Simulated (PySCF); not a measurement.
# MoH₃: quartet, from a trigonal pyramidal start

The task is one start of a wider search on MoH₃: the quartet, from a trigonal pyramidal start. It is relaxed, tested by its Hessian and followed downhill if it is a saddle.

The runs use PySCF 2.14.0; PBE0, basis Mo def2-TZVP with ECP28, H def2-TZVP, scalar-relativistic core potentials, no spin–orbit coupling, density fitting.

## Step 1: The starting structure

4 atoms, charge 0, spin multiplicity 4.

Bond lengths: Mo1–H2 1.700 Å, Mo1–H3 1.700 Å, Mo1–H4 1.700 Å. Angles: H2–Mo1–H3 99.8°, H2–Mo1–H4 99.8°, H3–Mo1–H4 99.8°.

```xyz
4
charge 0 multiplicity 4
Mo    0.0000    0.0000    0.0000
H     1.5010    0.0000    0.7981
H    -0.7505    1.2999    0.7981
H    -0.7505   -1.2999    0.7981
```

## Step 2: First SCF at the start

One driver script runs all steps and calls PySCF; scf.py shows how it sets up the SCF of each step. The optimiser is the driver's own. After this first run the driver tries any further starts and a stability analysis.

scf.py

```python
from pyscf import gto, scf, dft
mol = gto.M(atom='''
Mo     0.000000     0.000000     0.000000
H      1.501000     0.000000     0.798100
H     -0.750500     1.299900     0.798100
H     -0.750500    -1.299900     0.798100''',
    basis={'Mo': 'def2-TZVP', 'H': 'def2-TZVP'},
    ecp={'Mo': 'def2-TZVP'},
    charge=0, spin=3)
mf = dft.UKS(mol, xc='PBE0')
mf.grids.atom_grid = (50, 194)
aux = {'Mo': 'def2-universal-JKFIT', 'H': 'def2-universal-JKFIT'}
mf = mf.density_fit(auxbasis=aux)
mf.conv_tol = 1e-08
mf.diis_space = 10
mf.max_cycle = 60
mf.init_guess = 'minao'
mf.verbose = 4
mf.kernel()
```

Started as:

```sh
$ OMP_NUM_THREADS=2 python axn.py task.json out
```

The log of the run:

```text
init E= -63.2284332794606
[... the frontier-level lines of each cycle are left out ...]
cycle= 1 E= -69.7703646540744  delta_E= -6.54  |g|= 0.431  |ddm|= 2.49
cycle= 2 E= -69.6653254033889  delta_E= 0.105  |g|= 0.635  |ddm|= 0.926
cycle= 3 E= -69.8715140482195  delta_E= -0.206  |g|= 0.0735  |ddm|= 0.618
cycle= 4 E= -69.8744699644304  delta_E= -0.00296  |g|= 0.0411  |ddm|= 0.0864
cycle= 5 E= -69.8755360008126  delta_E= -0.00107  |g|= 0.00842  |ddm|= 0.0404
cycle= 6 E= -69.8757310645291  delta_E= -0.000195  |g|= 0.00379  |ddm|= 0.0253
cycle= 7 E= -69.8757782347689  delta_E= -4.72e-05  |g|= 0.00117  |ddm|= 0.0147
cycle= 8 E= -69.8757809054732  delta_E= -2.67e-06  |g|= 0.000134  |ddm|= 0.00375
cycle= 9 E= -69.8757809750111  delta_E= -6.95e-08  |g|= 4.31e-05  |ddm|= 0.000591
cycle= 10 E= -69.8757809808715  delta_E= -5.86e-09  |g|= 9.25e-06  |ddm|= 0.000174
Extra cycle  E= -69.8757809810834  delta_E= -2.12e-10  |g|= 6.58e-06  |ddm|= 2.38e-05
converged SCF energy = -69.8757809810834  <S^2> = 3.7967687  2S+1 = 4.0233164
```

This step, with its further starts and checks, ran for 4.7 s (2 threads of Arm Neoverse V2, shared host).

Energies from each starting density:

```csv
start,energy (Eh)
the minimal-basis guess,-69.875781
a thermally smeared density,-69.875781
a smeared PBE density,-69.875781
```

No lower solution of this spin turned up from the other starts or in the test of internal stability.

## Step 3: Relaxation: trigonal pyramidal start, quartet

The program finds C3v symmetry in the start, which this walk keeps. The walk stops when the largest gradient is under 0.0003 Eh/bohr and the energy has settled too.

Edit scf.py of step 2 so:

```diff
@@ -3,4 +3,4 @@
-Mo     0.000000     0.000000     0.000000
-H      1.501000     0.000000     0.798100
-H     -0.750500     1.299900     0.798100
-H     -0.750500    -1.299900     0.798100''',
+Mo    -0.000000    -0.000000    -0.023908
+H      1.500998     0.000000     0.774192
+H     -0.750499     1.299902     0.774192
+H     -0.750499    -1.299902     0.774192''',
@@ -17 +16,0 @@
-mf.init_guess = 'minao'
```

Energy and gradient, step by step:

```
step  energy (Eh)  change (kJ/mol)  largest symmetric gradient (Eh/bohr)
   0   -69.875781             0.00                               0.00945
   1   -69.876311            -1.39                               0.00629
   2   -69.877075            -3.40                               0.00097
   3   -69.877102            -3.47                               0.00028
   4   -69.877102            -3.47                               0.00013
```

The walk took 3.9 s.

Geometry (Å) and forces (eV/Å) at some steps:

```
step 0
Mo   0.000   0.000  -0.024   0.000   0.000   0.486
H    1.501   0.000   0.774  -0.050   0.000  -0.163
H   -0.750   1.300   0.774   0.025  -0.043  -0.162
H   -0.750  -1.300   0.774   0.025   0.043  -0.162
step 1
Mo   0.000   0.000   0.005   0.000   0.000   0.324
H    1.516   0.000   0.764  -0.006   0.000  -0.108
H   -0.758   1.313   0.764   0.003  -0.004  -0.108
H   -0.758  -1.313   0.764   0.003   0.004  -0.108
step 2
Mo   0.000   0.000   0.090  -0.001   0.000   0.050
H    1.566   0.000   0.736   0.005   0.000  -0.016
H   -0.783   1.356   0.736  -0.002   0.005  -0.017
H   -0.783  -1.356   0.736  -0.002  -0.005  -0.017
step 3
Mo   0.000   0.000   0.108  -0.001   0.000   0.014
H    1.577   0.000   0.730  -0.009   0.000  -0.004
H   -0.789   1.366   0.730   0.005  -0.008  -0.005
H   -0.789  -1.366   0.730   0.005   0.008  -0.005
step 4
Mo   0.000   0.000   0.109  -0.001   0.000   0.007
H    1.577   0.000   0.730  -0.005   0.000  -0.002
H   -0.789   1.366   0.730   0.003  -0.004  -0.003
H   -0.789  -1.366   0.730   0.003   0.004  -0.003
```

End point (C3v, 4 steps, 3.5 kJ/mol gained): Mo–H 1.695 Å (×3); H–Mo–H 107.4° (×3).

## Step 4: Is it a minimum? Harmonic modes

The point is checked on the finer grid, and tightened if its gradient asks for it. The Hessian and the dipole derivatives come from central differences of analytic gradients, with steps of 0.02 bohr.

Edit scf.py of step 3 so:

```diff
@@ -3,4 +3,4 @@
-Mo    -0.000000    -0.000000    -0.023908
-H      1.500998     0.000000     0.774192
-H     -0.750499     1.299902     0.774192
-H     -0.750499    -1.299902     0.774192''',
+Mo    -0.000000     0.000000    -0.018558
+H      1.577115    -0.000000     0.602069
+H     -0.788557     1.365822     0.602069
+H     -0.788557    -1.365822     0.602069''',
@@ -11 +11 @@
-mf.grids.atom_grid = (50, 194)
+mf.grids.atom_grid = (75, 302)
@@ -14 +14 @@
-mf.conv_tol = 1e-08
+mf.conv_tol = 1e-10
```

This SCF starts from the last density.

Log of the central SCF (cycles and frontier levels):

```text
init E= -69.8771112259991
[... the frontier-level lines of each cycle are left out ...]
cycle= 1 E= -69.877111225998  delta_E= 1.07e-12  |g|= 4.59e-06  |ddm|= 6.61e-06
Extra cycle  E= -69.8771112259815  delta_E= 1.65e-11  |g|= 7.47e-06  |ddm|= 9.82e-06
converged SCF energy = -69.8771112259815  <S^2> = 3.7951489  2S+1 = 4.0225111
```

The whole step took 14 s.

Geometry: C3v; Mo–H 1.695 Å (×3); H–Mo–H 107.4° (×3).

Harmonic modes (main isotopes):

| symmetry | ω (cm⁻¹) | IR (km/mol) |
| --- | --- | --- |
| a1 | 410 | 216 |
| e | 602 | 139 |
| e | 1873 | 601 |
| a1 | 1908 | 40.6 |

Every mode is real; the point is a minimum.

Constants and moments:

| Quantity | Value |
| --- | --- |
| Dipole moment | 2.56 D |
| Highest occupied level | -6.65 eV |
| Lowest empty level | -2.02 eV |
| Rotational constants | 3.447, 3.447, 2.242 cm⁻¹ |
| Zero-point energy | 43.5 kJ/mol |
| Principal polarisabilities | 47.5, 48.9, 48.9 bohr³ |
| Atomisation energy without zero-point energy | 708 kJ/mol |
| Principal traceless quadrupole moments about the centre of mass | -1.05, -1.05, 2.09 D Å |
| Entropy at 298.15 K and 1 bar (electronic part: spin only) | 246.5 J/(mol K) |
| Heat capacity Cp at 298.15 K | 48.1 J/(mol K) |
| Enthalpy at 298.15 K above 0 K | 11.54 kJ/mol |
| Rotational symmetry number | 3 |
| Spin squared ⟨S²⟩ | 3.795 |

Charges (e) and bond orders:

```csv
atom,Mulliken,Löwdin,polar tensor,spin (Mulliken),Mayer order to Mo1
Mo1,0.35,0.21,1.02,3.43,–
"H2,3,4",-0.12,-0.07,-0.34,-0.14,0.97
```

Mulliken populations on Mo1 (outside its core potential): s 2.76, p 6.22, d 4.67, f 0.01.

## Step 5: What came out

| quantity | value |
| --- | --- |
| minimum | quartet, C3v |
| geometry | Mo–H 1.695 Å (×3); H–Mo–H 107.4° (×3) |
| wavenumbers (cm⁻¹) | 410 (a1), 602 (e), 1873 (e), 1908 (a1) |
| dipole moment | 2.56 D |
| highest occupied, lowest empty level (either spin) | -6.65, -2.02 eV |
| polar-tensor charge of Mo1 | +1.02 e |
| zero-point energy | 43.5 kJ/mol |
| entropy at 298.15 K | 246.5 J/(mol K) |
| atomisation energy (no zero-point energy) | 708 kJ/mol |
| ⟨S²⟩ | 3.795 |

In words: The molecule stays C3v, as typed, and the end point is a minimum. In the infrared the band at 1873 cm⁻¹ (e, stretch) leads. Most of the spin sits on Mo1 (Mulliken spin 3.43, against 3 for the whole molecule). Other starts or spin states, not run here, may lie lower. One determinant may miss the lowest occupation of an open d or f shell.

The search up to here took 22 s.
